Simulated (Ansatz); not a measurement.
# AlCl2F (SMILES [F][Al]([Cl])[Cl]) at 6 levels

Wanted: a comparison of 6 runs (B3LYP/STO-3G, SVWN5/STO-3G, UB3LYP/STO-3G, UPBE/STO-3G, UPBE0/STO-3G, CCSDT/STO-3G) of AlCl2F. 

Program for the calculation: Ansatz 0.2.0.

61 further runs of the same task are left out: 5 that didn't finish, 56 set aside as unsound or not needed.

## Step 1: Starting point

The species is AlCl2F (4 atoms), meant as a singlet with charge 0. As SMILES, `[F][Al]([Cl])[Cl]`. The Al2–F1 distance was set to 3.265 Å, away from the relaxed value. At this shape a bond of the SMILES string is far longer than usual.

Bond lengths: Al2–Cl3 2.065 Å, Al2–Cl4 2.065 Å. Angles: Cl3–Al2–Cl4 121.5°.

## Step 2: A single-point energy at B3LYP/STO-3G (run 1)

Input file in.yaml:

```yaml
crystal:
  periodic: [false, false, false]
  atoms:
    - {symbol: F, position_ang: [0.170039, 0.754906, 3.271081]}
    - {symbol: Al, position_ang: [0.004800, 0.021530, 0.093600]}
    - {symbol: Cl, position_ang: [1.223040, -1.463690, -0.663450]}
    - {symbol: Cl, position_ang: [-1.315270, 1.053930, -1.112510]}
basis:
  gaussian: {orbitals: STO-3G}
hamiltonian: {xc: {name: B3LYP}}
accuracy: high
```

Run with:

```console
$ ansatz run in.yaml --threads 1 --pin off --max-ram 3480MiB --events-out events.jsonl --progress --plain --runs-dir runs
```

Log:

```text
Warning: RAYON_NUM_THREADS=1 ignored (pool sized by the plan → 1); use --threads N
Functional definition: B3LYP
  name "B3LYP"
  parameter a0 = 0.2
  parameter ax = 0.72
  parameter ac = 0.81
  exchange = (1 - a0 - ax)*slater_x + ax*b88_x + a0*exact_x
  correlation = (1 - ac)*vwn_rpa_c + ac*lyp_c
561 factors; integrals over basis functions are off by at most 1.8e-8 eV
mean field evaluation 1: about -33951.9874 eV, gradient 3.2e1 eV
mean field evaluation 2: about -33606.6632 eV, gradient 4.4e1 eV
mean field evaluation 4: about -33955.7041 eV, gradient 1.4e1 eV
mean field evaluation 8: about -33955.7040 eV, gradient 1.4e1 eV
mean field evaluation 16: about -33965.0967 eV, gradient 5.1e-6 eV
mean field evaluation 32: about -33960.7691 eV, gradient 2.5e1 eV
mean field -33965.09666614 eV, -1248.1942801111 hartree, gradient 4.3e-9 eV, S^2 0.000000; 4 other end points of the search recorded, 0 dependent functions left out
reference -33965.09669494 eV, -1248.1942811698 hartree; 28, 28 occupied and 4, 4 virtual orbitals, 561 factors
Total energy: -33965.09669494 eV, -1248.1942811698 hartree
```

Wall time 2.5 s (1 thread of Arm Neoverse V1, shared host); peak memory 0.12 GiB.

## Step 3: The energy at SVWN5/STO-3G (run 2)

Input file input.yaml:

```yaml
crystal:
  periodic: [false, false, false]
  atoms:
    - {symbol: F, position_ang: [0.170039, 0.754906, 3.271081]}
    - {symbol: Al, position_ang: [0.004800, 0.021530, 0.093600]}
    - {symbol: Cl, position_ang: [1.223040, -1.463690, -0.663450]}
    - {symbol: Cl, position_ang: [-1.315270, 1.053930, -1.112510]}
basis:
  gaussian:
    orbitals: STO-3G
accuracy: high
hamiltonian:
  xc: {name: SVWN5}
```

Run with:

```console
$ ansatz run input.yaml --threads 1 --pin off --max-ram 3480MiB --events-out events.jsonl --progress --plain --runs-dir runs
```

Log:

```text
Warning: RAYON_NUM_THREADS=1 ignored (pool sized by the plan → 1); use --threads N
Functional definition: SVWN5
  name "SVWN5"
  exchange = slater_x
  correlation = vwn5_c
561 factors; integrals over basis functions are off by at most 1.8e-8 eV
mean field evaluation 1: about -33820.8400 eV, gradient 3.7e1 eV
mean field evaluation 2: about -33475.4105 eV, gradient 4.7e1 eV
mean field evaluation 4: about -33824.7187 eV, gradient 1.8e1 eV
mean field evaluation 8: about -33824.7187 eV, gradient 1.8e1 eV
mean field evaluation 16: about -33835.7482 eV, gradient 9.0e-4 eV
mean field evaluation 32: about -33834.8485 eV, gradient 1.0e1 eV
mean field -33835.74816070 eV, -1243.4408102117 hartree, gradient 1.5e-8 eV, S^2 0.000000; 2 other end points of the search recorded, 0 dependent functions left out
reference -33835.74816235 eV, -1243.4408102725 hartree; 28, 28 occupied and 4, 4 virtual orbitals, 561 factors
Total energy: -33835.74816235 eV, -1243.4408102725 hartree
```

It took 1.4 s on 1 thread of Arm Neoverse V1, shared host; peak memory 0.1 GiB.

## Step 4: A single-point energy at UB3LYP/STO-3G (run 3)

Input file job.yaml:

```yaml
crystal:
  periodic: [false, false, false]
  atoms:
    - symbol: F
      position_ang: [0.170039, 0.754906, 3.271081]
    - symbol: Al
      position_ang: [0.004800, 0.021530, 0.093600]
    - symbol: Cl
      position_ang: [1.223040, -1.463690, -0.663450]
    - symbol: Cl
      position_ang: [-1.315270, 1.053930, -1.112510]
basis:
  gaussian: {orbitals: STO-3G}
magnetization: {spin_polarized: true, initial_magnetization: 0}
hamiltonian: {xc: {name: B3LYP}}
accuracy: high
```

Run with:

```console
$ ansatz run job.yaml --threads 1 --pin off --max-ram 3480MiB --events-out events.jsonl --progress --plain --runs-dir runs
```

Log, shortened:

```text
Warning: RAYON_NUM_THREADS=1 ignored (pool sized by the plan → 1); use --threads N
[... 7 set-up lines as earlier in the session ...]
561 factors; integrals over basis functions are off by at most 1.8e-8 eV
mean field evaluation 1: about -33951.9874 eV, gradient 2.3e1 eV
mean field evaluation 2: about -33606.6632 eV, gradient 3.1e1 eV
mean field evaluation 4: about -33955.7039 eV, gradient 1.0e1 eV
mean field evaluation 8: about -33955.7040 eV, gradient 1.0e1 eV
mean field evaluation 16: about -33966.5022 eV, gradient 1.6e0 eV
mean field evaluation 32: about -33966.6145 eV, gradient 9.9e-9 eV
mean field evaluation 64: about -33966.6142 eV, gradient 6.9e-2 eV
mean field -33966.61447499 eV, -1248.2500585577 hartree, gradient 4.6e-8 eV, S^2 0.945988; 6 other end points of the search recorded, 0 dependent functions left out
reference -33966.61450387 eV, -1248.2500596189 hartree; 28, 28 occupied and 4, 4 virtual orbitals, 561 factors
Total energy: -33966.61450387 eV, -1248.2500596189 hartree
```

Run time: 13 s. Hardware: 1 thread of Arm Neoverse V1, shared host; peak memory 0.19 GiB.

Runs 4 to 5 aren't shown in full; the table further down has their settings and results.

## Step 5: A single-point energy at CCSDT/STO-3G (run 6)

Input file job.yaml:

```yaml
crystal:
  periodic: [false, false, false]
  atoms:
    - {symbol: F, position_ang: [0.170039, 0.754906, 3.271081]}
    - {symbol: Al, position_ang: [0.004800, 0.021530, 0.093600]}
    - {symbol: Cl, position_ang: [1.223040, -1.463690, -0.663450]}
    - {symbol: Cl, position_ang: [-1.315270, 1.053930, -1.112510]}
basis:
  gaussian: {orbitals: STO-3G}
scf: {omitted_lower_state_checks: [cluster_reference, increment]}
accuracy: high
correlation: {method: ccsdt, frozen_orbitals: {Al: 5, Cl: 5, F: 1}}
```

Run with:

```console
$ ansatz run job.yaml --threads 1 --pin off --max-ram 3480MiB --events-out events.jsonl --progress --plain --runs-dir runs
```

Log:

```text
Warning: RAYON_NUM_THREADS=1 ignored (pool sized by the plan → 1); use --threads N
[... 13 lines left out ...]
16 core orbitals not correlated: weight in the atoms' cores, before any rotation towards them, 0.999 or more for the frozen orbitals, at most 0.000 for the correlated occupied ones
[... 55 lines left out ...]
WARN: these amplitudes may be one of several solutions (largest doubles amplitude 0.88, level shift 14.11 eV)
Total energy: -33914.23853697 eV, -1246.3252783371 hartree
Checks for a lower state left out: cluster_reference, increment
```

It took 1.3 s on 1 thread of Arm Neoverse V1, shared host.

## Step 6: Overview of the runs

```csv
run,level,frozen core orbitals,energy (Eh),wall time
1,B3LYP/STO-3G,–,-1248.194281,2.5 s
2,SVWN5/STO-3G,–,-1243.440810,1.4 s
3,UB3LYP/STO-3G,–,-1248.250060,13 s
4,UPBE/STO-3G,–,-1247.603246,27 s
5,UPBE0/STO-3G,–,-1247.817787,14 s
6,CCSDT/STO-3G,16,-1246.325278,1.3 s
```

## Step 7: Summary of results

| quantity | value |
| --- | --- |
| run 6: total energy | -1246.32528 Eh |
| run 6: correlation energy (16 core orbitals frozen) | -247.8 mEh |
| run 6: T1 diagnostic | 0.038 |

What this shows: Totals of different functionals can't be ranked against each other. In run 6 the log says that unrestricted orbitals would lower the reference, so the values rest on an unstable closed-shell determinant (other closed-shell runs at this shape may share the fault). In runs 1, 2, 3, 4, 5, 6 the basis is minimal, so the values are rough. Spin contamination of the reference: run 5 ⟨S²⟩ = 0.96, run 3 ⟨S²⟩ = 0.95, run 4 ⟨S²⟩ = 0.86. Where it is this large, the reference is a mixture of spin states, and values that rest on it are in doubt. All runs together took 60 s, the longest 27 s.
